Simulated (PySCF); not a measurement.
# MoF₃: structure of the quartet

Aim: relax MoF₃ as a quartet from a trigonal pyramidal start, check by its vibrations whether the end is a minimum, and collect its spectrum and constants.

Method: B3LYP, basis Mo def2-SVP with ECP28, F def2-SVP, scalar-relativistic core potentials, no spin–orbit coupling, density fitting; program: PySCF 2.14.0.

### Step 1. Starting geometry

4 atoms, charge 0, spin multiplicity 4.

Bond lengths: Mo1–F2 2.020 Å, Mo1–F3 2.020 Å, Mo1–F4 2.020 Å. Angles: F2–Mo1–F3 99.8°, F2–Mo1–F4 99.8°, F3–Mo1–F4 99.8°.

```xyz
4
charge 0 multiplicity 4
Mo    0.0000    0.0000   -0.3489
F     1.7836    0.0000    0.5994
F    -0.8918    1.5446    0.5994
F    -0.8918   -1.5446    0.5994
```

### Step 2. Trigonal pyramidal start, quartet: relaxation

One driver script runs all steps and calls PySCF; scf.py shows how it sets up the SCF of each step. The optimiser is the driver's own. Before each start the driver seeks the lowest SCF state from one or more starting densities and follows internal instabilities, so scf.py alone need not reach the same state.

The program finds C3v symmetry in the start, which this walk keeps. Threshold on the gradient: 0.0003 Eh/bohr, with a further test on the energy change.

The input, scf.py:

```python
from pyscf import gto, scf, dft
mol = gto.M(atom='''
Mo    -0.000000     0.000000    -0.348924
F      1.783575     0.000021     0.599376
F     -0.891806     1.544611     0.599376
F     -0.891769    -1.544632     0.599376''',
    basis={'Mo': 'def2-SVP', 'F': 'def2-SVP'},
    ecp={'Mo': 'def2-SVP'},
    charge=0, spin=3)
mf = dft.UKS(mol, xc='B3LYP')
mf.grids.atom_grid = (50, 194)
aux = {'Mo': 'def2-universal-JKFIT', 'F': 'def2-universal-JKFIT'}
mf = mf.density_fit(auxbasis=aux)
mf.kernel()
```

Energy and gradient, step by step:

| step | energy (Eh) | change (kJ/mol) | largest symmetric gradient (Eh/bohr) |
| --- | --- | --- | --- |
| 0 | -367.548355 | 0.00 | 0.11480 |
| 1 | -367.589900 | -109.08 | 0.04310 |
| 2 | -367.603002 | -143.48 | 0.02707 |
| 3 | -367.610374 | -162.83 | 0.02255 |
| 4 | -367.613672 | -171.49 | 0.00829 |
| 5 | -367.614166 | -172.79 | 0.00302 |
| 6 | -367.614221 | -172.93 | 0.00026 |
| 7 | -367.614222 | -172.93 | 0.00004 |

The walk needed 48 s of wall time on 2 threads, shared host.

End point (D3h, 7 steps, 172.9 kJ/mol gained): Mo–F 1.858 Å (×3); F–Mo–F 120.0° (×3).

### Step 3. Is it a minimum? Harmonic modes

The point is checked on the finer grid, and tightened if its gradient asks for it. The Hessian and the dipole derivatives come from central differences of analytic gradients, with steps of 0.01 bohr.

scf.py: that of step 2 with these lines changed.

```diff
@@ -3,4 +3,4 @@
-Mo    -0.000000     0.000000    -0.348924
-F      1.783575     0.000021     0.599376
-F     -0.891806     1.544611     0.599376
-F     -0.891769    -1.544632     0.599376''',
+Mo     0.000000    -0.000000     0.000000
+F      1.858309     0.000022     0.000000
+F     -0.929174     1.609331    -0.000000
+F     -0.929135    -1.609354     0.000000''',
@@ -11 +11 @@
-mf.grids.atom_grid = (50, 194)
+mf.grids.atom_grid = (75, 302)
```

This SCF starts from the last density.

Log of the central SCF (cycles and frontier levels):

```text
init E= -367.614175267263
[... the frontier-level lines of each cycle are left out ...]
cycle= 1 E= -367.614175266973  delta_E= 2.89e-10  |g|= 3.24e-05  |ddm|= 2.94e-05
cycle= 2 E= -367.614175265609  delta_E= 1.36e-09  |g|= 7.01e-05  |ddm|= 6.26e-05
cycle= 3 E= -367.614175267346  delta_E= -1.74e-09  |g|= 8e-07  |ddm|= 4.27e-05
cycle= 4 E= -367.614175267348  delta_E= -2.05e-12  |g|= 2.34e-07  |ddm|= 7.15e-07
Extra cycle  E= -367.614175267347  delta_E= 6.82e-13  |g|= 4.25e-07  |ddm|= 1.14e-06
converged SCF energy = -367.614175267347  <S^2> = 3.7562888  2S+1 = 4.0031431
```

The whole step took 62 s.

Geometry: D3h; Mo–F 1.858 Å (×3); F–Mo–F 120.0° (×3).

Harmonic modes (main isotopes):

```tsv
symmetry	ω (cm⁻¹)	IR (km/mol)	μ (u)	type
a2''	144	16.0	27.01	bend
e'	156	17.1	21.17	bend
a1'	677	0.0	19.00	stretch
e'	714	333	23.57	stretch
```

Every mode is real; the point is a minimum.

Properties at this point:

* Dipole moment: 0.00 D
* Highest occupied level: -6.86 eV
* Lowest empty level: -3.22 eV
* Rotational constants: 0.1713, 0.1713, 0.08565 cm⁻¹
* Zero-point energy: 15.3 kJ/mol
* Principal polarisabilities: 29.1, 30.5, 30.5 bohr³
* Atomisation energy without zero-point energy: 1553 kJ/mol
* Principal traceless quadrupole moments about the centre of mass: -3.43, -3.43, 6.85 D Å
* Entropy at 298.15 K and 1 bar (electronic part: spin only): 314.1 J/(mol K)
* Heat capacity Cp at 298.15 K: 67.5 J/(mol K)
* Enthalpy at 298.15 K above 0 K: 15.84 kJ/mol
* Rotational symmetry number: 6
* Spin squared ⟨S²⟩: 3.756

Populations by atom (charges in e):

```tsv
atom	Mulliken	Löwdin	polar tensor	spin (Mulliken)	Mayer order to Mo1
Mo1	1.07	0.47	1.81	2.88	–
F2,3,4	-0.36	-0.16	-0.60	0.04	1.07
```

Mulliken populations on Mo1 (outside its core potential): s 2.39, p 6.31, d 4.18, f 0.05.

### Step 4. Outcome

```
                                          quantity                                      value
                                           minimum                               quartet, D3h
                                          geometry      Mo–F 1.858 Å (×3); F–Mo–F 120.0° (×3)
                                wavenumbers (cm⁻¹)  144 (a2''), 156 (e'), 677 (a1'), 714 (e')
                                     dipole moment                                     0.00 D
highest occupied, lowest empty level (either spin)                            -6.86, -3.22 eV
                        polar-tensor charge of Mo1                                    +1.81 e
                                 zero-point energy                                15.3 kJ/mol
                               entropy at 298.15 K                            314.1 J/(mol K)
         atomisation energy (no zero-point energy)                                1553 kJ/mol
                                              ⟨S²⟩                                      3.756
```

**Reading.** The trigonal pyramidal start (C3v) ends in a minimum of D3h symmetry. In the infrared the band at 714 cm⁻¹ (e', stretch) leads. The dipole vanishes although Mo1 carries +1.8 e by the polar tensor: the bond dipoles cancel. Most of the spin sits on Mo1 (Mulliken spin 2.88, against 3 for the whole molecule). Only this shape and spin were tried, so other structures or states may lie lower. One determinant may miss the lowest occupation of an open d or f shell.

The search up to here took 2.3 min.
